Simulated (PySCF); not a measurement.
# Sn(vinyl)H3 (C₂H₆Sn): electronic structure in real space

Aim: take Sn(vinyl)H3 (C₂H₆Sn) and localise its valence orbitals and see where an electron leaves and enters.

Method: levels as typed in each script, gas phase, geometry from GFN2-xTB; program: PySCF 2.14.0.

## 1. The system as given

9 atoms, charge 0, spin multiplicity 1.

Bond lengths: Sn1–C2 2.130 Å, Sn1–H7 1.660 Å, Sn1–H8 1.660 Å, Sn1–H9 1.660 Å, C2–C3 1.319 Å, C2–H4 1.080 Å, C3–H5 1.077 Å, C3–H6 1.080 Å. Angles: C2–Sn1–H7 112.2°, C2–Sn1–H8 110.5°, C2–Sn1–H9 112.2°, H7–Sn1–H8 107.7°, H7–Sn1–H9 106.4°, H8–Sn1–H9 107.6°, Sn1–C2–C3 124.6°, Sn1–C2–H4 116.1°, C3–C2–H4 119.4°, C2–C3–H5 122.5°, C2–C3–H6 121.7°, H5–C3–H6 115.8°.

Coordinates:

```mol
C2H6Sn
  3D, bonds by distance, orders not assigned

  9  8  0  0  0  0  0  0  0  0999 V2000
   -0.5617   -0.0210   -0.0000 Sn  0  0
    1.4937    0.5377   -0.0001 C   0  0
    2.5006   -0.3137    0.0001 C   0  0
    1.6974    1.5985    0.0001 H   0  0
    2.3552   -1.3812    0.0002 H   0  0
    3.5268    0.0215    0.0003 H   0  0
   -0.9574   -0.9543   -1.3151 H   0  0
   -1.5314    1.3257   -0.0281 H   0  0
   -0.9709   -0.9058    1.3440 H   0  0
  1  2  8  0
  1  7  8  0
  1  8  8  0
  1  9  8  0
  2  3  8  0
  2  4  8  0
  3  5  8  0
  3  6  8  0
M  END
```

## 2. Localised orbitals (r2SCAN/def2-svp)

Contents of input.py:

```python
import numpy as np
from pyscf import gto, scf, dft, lo
from pyscf.data.elements import chemcore

def solve(mol, dm0=None, hcore=None):
    mf = (dft.UKS if mol.spin else dft.RKS)(mol, xc='r2scan')
    mf.grids.level = 3
    mf = mf.density_fit(auxbasis='def2-universal-jkfit')
    mf.conv_tol, mf.max_cycle = 1e-8, 80
    if hcore is not None:
        mf.get_hcore = lambda *args: hcore
    mf.kernel(dm0)
    if not mf.converged:
        mf = mf.newton().run(mf.mo_coeff, mf.mo_occ, max_cycle=30)
    assert mf.converged, 'SCF not converged'
    return mf

mol = gto.M(atom='''
Sn    -0.56171    -0.02097    -0.00003
C      1.49373     0.53770    -0.00005
C      2.50059    -0.31374     0.00006
H      1.69741     1.59854     0.00013
H      2.35523    -1.38116     0.00016
H      3.52676     0.02153     0.00030
H     -0.95739    -0.95431    -1.31505
H     -1.53136     1.32575    -0.02812
H     -0.97092    -0.90581     1.34402
''', basis='def2-svp', ecp={'Sn': 'def2-svp'}, charge=0, spin=0, verbose=4)
mf = solve(mol)
occ_all = mf.mo_coeff[:, mf.mo_occ > 0]
occ = occ_all[:, chemcore(mol):]
pm = lo.PM(mol, occ, pop_method='meta_lowdin')
loc = pm.kernel()
for _ in range(5):
    new, stable = pm.stability_jacobi(return_status=True)
    if stable:
        break
    loc = pm.kernel(new)
fock, s = mf.get_fock(), mf.get_ovlp()
ortho = lo.orth_ao(mol, 'meta_lowdin')
labels = mol.ao_labels(fmt=None)
vir = loc[:, :0]
both = np.hstack([loc, vir])
p = (ortho.T @ s @ both) ** 2
pop = np.array([p[[l[0] == a for l in labels]].sum(0) for a in range(mol.natm)])
spd = np.array([[p[[l[0] == a and l[2][-1] == k for l in labels]].sum(0) for k in 'spd'] for a in range(mol.natm)])
eps = np.einsum('pi,pq,qi->i', both, fock, both)
for i in np.argsort(eps):
    top = np.argsort(-pop[:, i])[:3]
    print('%3d %s %9.4f Eh ' % (i + 1, 'occ' if i < loc.shape[1] else 'vir', eps[i]), '  '.join('%s%d %.3f' % (mol.atom_symbol(a), a + 1, pop[a, i]) for a in top))
np.savez('result.npz', c=both, nocc=loc.shape[1], pop=pop, spd=spd, eps=eps, e=mf.e_tot)
```

On the command line:

```sh
$ OMP_NUM_THREADS=1 python input.py
```

## 3. Removing and adding an electron (B3LYP/def2-tzvp)

Contents of input.py:

```python
import numpy as np
from pyscf import gto, scf, dft
from pyscf.scf import atom_ks, atom_hf
from scipy.linalg import block_diag

def solve(mol, dm0=None, hcore=None):
    mf = (dft.UKS if mol.spin else dft.RKS)(mol, xc='b3lyp')
    mf.grids.level = 3
    mf = mf.density_fit(auxbasis='def2-universal-jkfit')
    mf.conv_tol, mf.max_cycle = 1e-8, 80
    if hcore is not None:
        mf.get_hcore = lambda *args: hcore
    mf.kernel(dm0)
    if not mf.converged:
        mf = mf.newton().run(mf.mo_coeff, mf.mo_occ, max_cycle=30)
    assert mf.converged, 'SCF not converged'
    return mf

mol = gto.M(atom='''
Sn    -0.56171    -0.02097    -0.00003
C      1.49373     0.53770    -0.00005
C      2.50059    -0.31374     0.00006
H      1.69741     1.59854     0.00013
H      2.35523    -1.38116     0.00016
H      3.52676     0.02153     0.00030
H     -0.95739    -0.95431    -1.31505
H     -1.53136     1.32575    -0.02812
H     -0.97092    -0.90581     1.34402
''', basis='def2-tzvp', ecp={'Sn': 'def2-tzvp'}, charge=0, spin=0, verbose=4)
mf = solve(mol)
out = dict(e0=mf.e_tot, dm0=mf.make_rdm1(), c=mf.mo_coeff, occ=mf.mo_occ, eps=mf.mo_energy)
for name, dq, spin in [('cation', 1, 1), ('anion', -1, 1)]:
    ion = mol.copy().set(charge=mol.charge + dq, spin=spin).build()
    mi = solve(ion)
    if spin and dq > 0 and mol.nao < 130:
        c, _, stable, _ = mi.stability(return_status=True)
        if not stable:
            mi = solve(ion, mi.make_rdm1(c, mi.mo_occ))
    print(name, 'vertical energy change / eV', (mi.e_tot - mf.e_tot) * 27.211386)
    out.update({'e_' + name: mi.e_tot, 'dm_' + name: mi.make_rdm1(), 's2_' + name: mi.spin_square()[0], 'eps_' + name: mi.mo_energy, 'occ_' + name: mi.mo_occ})
# spherically averaged free atoms, for the promolecule
atom_ks.AtomSphAverageRKS.init_guess_by_vsap = lambda self, mol=None: self.init_guess_by_minao(mol)  # core potentials
atm = atom_ks.get_atm_nrks(mol, xc='b3lyp')
pro = block_diag(*[(atm[a[0]][2] * atm[a[0]][3]) @ atm[a[0]][2].T for a in mol._atom])
np.savez('result.npz', pro=pro, **out)
```

(Steps that only read results are left out.)

What does the calculation give? Wanted: vertical ionisation energy; vertical electron affinity.

The runs gave:

| quantity | value |
| --- | --- |
| localised occupied orbitals above −45 eV (r2SCAN/def2-svp) | 14 |
| vertical ionisation energy (B3LYP/def2-tzvp) | 9.97 eV |
| vertical electron affinity (B3LYP/def2-tzvp) | -1.31 eV |

The ionisation energy from two SCF runs, 9.97 eV, lies 2.3 eV above −ε(HOMO) = 7.72 eV of the same level, B3LYP/def2-tzvp, since self-interaction lifts this functional's HOMO. All values hold at the given geometry, in the gas phase.
